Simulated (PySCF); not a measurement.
# C2H9NSi2: the cost of one run

The runs use PySCF 2.14.0, with density-fitted response routines of our own; the level of theory stands in each step. All values are computed, except where a source is named. Atoms are numbered from 0 throughout.

### Step 1. The starting structure

14 atoms, charge 0, multiplicity 1; geometry from: GFN2-xTB. The atoms were then displaced at random by about 0.01 Å, so the start is not that level's minimum.

Bonds of the start (Å): C0–N1 1.22, N1–Si2 1.72, Si2–C3 1.95, C3–Si4 1.88, C0–H5 1.13, C0–H6 1.07, Si2–H7 1.46, Si2–H8 1.46, C3–H9 1.06, C3–H10 1.10, Si4–H11 1.47, Si4–H12 1.44, Si4–H13 1.47.

### Step 2. Relaxing the molecule at PBE0-D3(BJ)/def2-SVP

The job: settings as JSON, then the geometry in Å.

```
{"job": {"xc": "PBE0", "basis": "def2-SVP", "d3": "d3bj", "grid": 1, "shake": 0.01, "kind": "geom"}, "charge": 0, "multiplicity": 1}
C     -2.430580    -0.258390     0.815520
N     -1.394760    -0.352680     0.168840
Si    -0.672250     0.526350    -1.125320
C      1.008990     1.191000    -0.401210
Si     2.011940    -0.075230     0.562660
H     -3.212280     0.543510     0.635520
H     -2.663980    -0.941440     1.608790
H     -0.425700    -0.504180    -2.130060
H     -1.426950     1.650240    -1.670610
H      1.565860     1.574170    -1.215870
H      0.756350     2.039410     0.256180
H      1.324120    -0.485120     1.796170
H      2.288980    -1.217200    -0.277450
H      3.263090     0.574510     0.969100
```

Launch:

```
$ OMP_NUM_THREADS=1 python probes_run.py task.json out
```

This one command runs all jobs of the session in turn.

**Question.** How long does this first job take on 1 thread of Arm Neoverse V2, shared host, and how much memory does it need?

About 57 s, with a peak of 0.52 GiB.
